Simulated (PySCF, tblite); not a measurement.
# C5H8BF3O: geometry, infrared bands and NMR shifts

Aim: predict the infrared bands and NMR shifts of C5H8BF3O (`O[C@@]1(CB(F)F)CC[C@H]1F`).

Computed with tblite 0.8.0 and PySCF 2.14.0, with density-fitted response routines of our own, on a single molecule in the gas phase. Atoms are numbered from 0 throughout.

## 1. The starting structure

18 atoms, charge 0, multiplicity 1; geometry from: force field or distance geometry start.

Bonds of the start (Å): O0–C1 1.41, C1–C2 1.51, C2–B3 1.56, B3–F4 1.44, B3–F5 1.45, C1–C6 1.51, C6–C7 1.54, C7–C8 1.52, C8–F9 1.37, C8–C1 1.52, O0–H10 1.00, C2–H11 1.11, C2–H12 1.12, C6–H13 1.10, C6–H14 1.12, C7–H15 1.11, C7–H16 1.11, C8–H17 1.11.

## 2. Relaxing the molecule with GFN2-xTB

What the job is given:

```
{"job": {"kind": "relax", "xc": "GFN2-xTB", "basis": "xTB"}, "charge": 0, "multiplicity": 1}
O      0.289300    -0.928600     1.309200
C      0.074400    -0.280300     0.075300
C      1.286600    -0.202700    -0.817400
B      2.394100     0.605000    -0.071800
F      3.358300    -0.104500     0.727500
F      2.275900     2.040100     0.057800
C     -1.204500    -0.786400    -0.551000
C     -1.900300     0.170300     0.430600
C     -0.670900     1.038300     0.249900
F     -0.283300     1.763700     1.342600
H      0.119300    -1.898700     1.159300
H      1.012500     0.235700    -1.801200
H      1.637000    -1.257700    -0.921700
H     -1.430100    -1.852100    -0.393600
H     -1.372000    -0.403500    -1.595400
H     -2.853500     0.603200     0.069800
H     -1.969700    -0.321000     1.426400
H     -0.771600     1.585600    -0.707900
```

The run is started by

```
$ OMP_NUM_THREADS=1 python probes_run.py task.json out
```

This one command runs all jobs of the session in turn.

**Question.** This job is followed by: GFN2-xTB harmonic vibrations, gas phase; GIAO PBE0/pcSseg-1 NMR shielding, non-relativistic, gas phase. What will the session give for the following? strongest single infrared mode (GFN2-xTB); zero-point energy (GFN2-xTB); 13C shifts against TMS (PBE0/pcSseg-1); 1H shifts against TMS (PBE0/pcSseg-1); 17O shifts against H2O (PBE0/pcSseg-1); 11B shifts against BF3·OEt2 (PBE0/pcSseg-1); 19F shifts against CFCl3 (PBE0/pcSseg-1, means over atoms taken as alike); surface potential, 1st and 99th percentile.

As calculated:

```
                                                                 quantity                                               value
                                strongest single infrared mode (GFN2-xTB)                               1277 cm⁻¹, 439 km/mol
                                             zero-point energy (GFN2-xTB)                                       82.3 kcal/mol
                                   13C shifts against TMS (PBE0/pcSseg-1)                    91.9, 79.8, 34.7, 32.7, 26.3 ppm
                                    1H shifts against TMS (PBE0/pcSseg-1)  4.92, 2.50, 2.32, 1.93, 1.58, 1.16, 1.09, 0.97 ppm
                                   17O shifts against H2O (PBE0/pcSseg-1)                                            83.3 ppm
                              11B shifts against BF3·OEt2 (PBE0/pcSseg-1)                                            26.7 ppm
19F shifts against CFCl3 (PBE0/pcSseg-1, means over atoms taken as alike)                                   -62.2, -210.0 ppm
                                    surface potential, 1st and 99th percentile                                  -1.68 V and 2.17 V
```

Relaxing lowered the energy by 1.289 eV in 70 steps; the close pair that moved most is B3–F5, from 1.446 to 1.314 Å. No mode is imaginary among the 48: a minimum at this level. The strongest single mode, at 1277 cm⁻¹, is carried by B3, C2, H11, C1. Unscaled tight-binding wavenumbers are off by several per cent, some by more. Its intensities can rank the bands wrongly. The most deshielded carbon is C8 (sp3 CH bonded to F), at 91.9 ppm: deshielded by the electronegative neighbour. H17 (hydrogen on an sp3 CH bonded to F) lies farthest downfield among hydrogen, at 4.92 ppm; its carbon carries F, which withdraws density. At PBE0/pcSseg-1: The largest span, 308 ppm, is at F4, F5, where the paramagnetic term is -234 ppm.
